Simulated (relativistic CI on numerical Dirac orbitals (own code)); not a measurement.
# Cl³⁺: one ion under different settings

How much do the settings matter for Cl³⁺? One ion, several inputs.

The numbers are computed with relativistic CI on numerical Dirac orbitals (own code) version 3 (Dirac-Coulomb-Breit CI, KLI orbitals optimised for each configuration, model QED (radiative potential, 1s self-energy scaled to tabulated hydrogen-like ionisation energies), numerical settings as typed), except any that are marked as measured or tabulated.

## (1) The system

- ion: Cl³⁺ (Cl IV)
- nuclear charge: 17
- electrons: 14
- isotope: A = 35

## (2) The usual input

Input settings:

```ini
atom Cl  Z=17  charge=3  electrons=14
nucleus A=35  rms_radius_fm=3.3654
hamiltonian dirac-coulomb  breit=on  qed=on  c_scale=1
orbitals kli  potential=per-configuration
slater_scale 1
correlation none
mixing on
grid step=0.0125 r_max=25.7
scf mixing=0.4 start=green max_iterations=150 tolerance=2e-08 node_fill=0.05
configurations
  [Ne] 3s2 3p2
end
```

Started as:

```
$ python run_levels.py task.json out
```

task.json lists these runs, among others, and the program works through them in turn.

## (3) Grid step 0.006

Settings: those of step 2 with these lines changed.

```diff
@@ -7,3 +7,3 @@
 mixing on
-grid step=0.0125 r_max=25.7
+grid step=0.006 r_max=25.7
 scf mixing=0.4 start=green max_iterations=150 tolerance=2e-08 node_fill=0.05
```

## (4) Grid step 0.03

Settings: those of step 3 with these lines changed.

```diff
@@ -7,3 +7,3 @@
 mixing on
-grid step=0.006 r_max=25.7
+grid step=0.03 r_max=25.7
 scf mixing=0.4 start=green max_iterations=150 tolerance=2e-08 node_fill=0.05
```

## (5) End of the grid 77.1, speed-of-light factor 1.25

Input settings:

```ini
atom Cl  Z=17  charge=3  electrons=14
nucleus A=35  rms_radius_fm=3.3654
hamiltonian dirac-coulomb  breit=on  qed=on  c_scale=1.25
orbitals kli  potential=per-configuration
slater_scale 1
correlation none
mixing on
grid step=0.0125 r_max=77.1
scf mixing=0.4 start=green max_iterations=150 tolerance=2e-08 node_fill=0.05
configurations
  [Ne] 3s2 3p2
end
```

## (6) Breit term off, start potential thomas-fermi

Input settings:

```ini
atom Cl  Z=17  charge=3  electrons=14
nucleus A=35  rms_radius_fm=3.3654
hamiltonian dirac-coulomb  breit=off  qed=on  c_scale=1
orbitals kli  potential=per-configuration
slater_scale 1
correlation none
mixing on
grid step=0.0125 r_max=25.7
scf mixing=0.4 start=thomas-fermi max_iterations=150 tolerance=2e-08 node_fill=0.05
configurations
  [Ne] 3s2 3p2
end
```

## (7) Potential mixing 2.5

Input settings:

```ini
atom Cl  Z=17  charge=3  electrons=14
nucleus A=35  rms_radius_fm=3.3654
hamiltonian dirac-coulomb  breit=on  qed=on  c_scale=1
orbitals kli  potential=per-configuration
slater_scale 1
correlation none
mixing on
grid step=0.0125 r_max=25.7
scf mixing=2.5 start=green max_iterations=80 tolerance=2e-08 node_fill=0.05
configurations
  [Ne] 3s2 3p2
end
```

## (8) Tolerance 0.05

Settings: those of step 7 with these lines changed.

```diff
@@ -8,3 +8,3 @@
 grid step=0.0125 r_max=25.7
-scf mixing=2.5 start=green max_iterations=80 tolerance=2e-08 node_fill=0.05
+scf mixing=0.4 start=green max_iterations=91 tolerance=0.05 node_fill=0.05
 configurations
```

(Steps that only read results are left out.)

**Question.** What will these runs give? Wanted: lowest level, usual settings; total energy; first excitation.

**Answer**, as computed:

| setting | total energy less usual (Ha) | largest shift of a level among the lowest eight of both runs, same label and place (cm⁻¹) | SCF iterations | time | lowest level | kind of change |
| --- | --- | --- | --- | --- | --- | --- |
| usual | 0 | 0 | 10 | 0.041 s | 3p2 3P0 | - |
| grid step 0.006 | -2.84e-05 | 0 | 10 | 0.084 s | 3p2 3P0 | numerical |
| grid step 0.03 | 7.55e-05 | 0.00775 | 10 | 0.022 s | 3p2 3P0 | numerical |
| end of the grid 77.1, speed-of-light factor 1.25 | 0.487 | 495 | 10 | 0.043 s | 3p2 3P0 | unphysical constant |
| Breit term off, start potential thomas-fermi | -0.108 | 67.3 | 10 | 0.043 s | 3p2 3P0 | model term |
| potential mixing 2.5 | 0 | 0 | 13 | 0.048 s | 3p2 3P0 | extreme, harmless here |
| tolerance 0.05 | 0.00094 | 164 | 3 | 0.034 s | 3p2 3P0 | unsound |

| quantity | value |
| --- | --- |
| lowest level, usual settings | 3p2 3P0 |
| total energy | -458.0660 Ha |
| first excitation | 491.3 cm⁻¹ |

What this shows: Among the runs whose levels can be followed, they move most under «end of the grid 77.1, speed-of-light factor 1.25» (unphysical constant), by up to 495 cm⁻¹. No visible change in the result comes from «potential mixing 2.5». Only the listed configurations are in the model. In a near-neutral ion this small CI can misplace whole configurations by 10,000 cm⁻¹ or more.
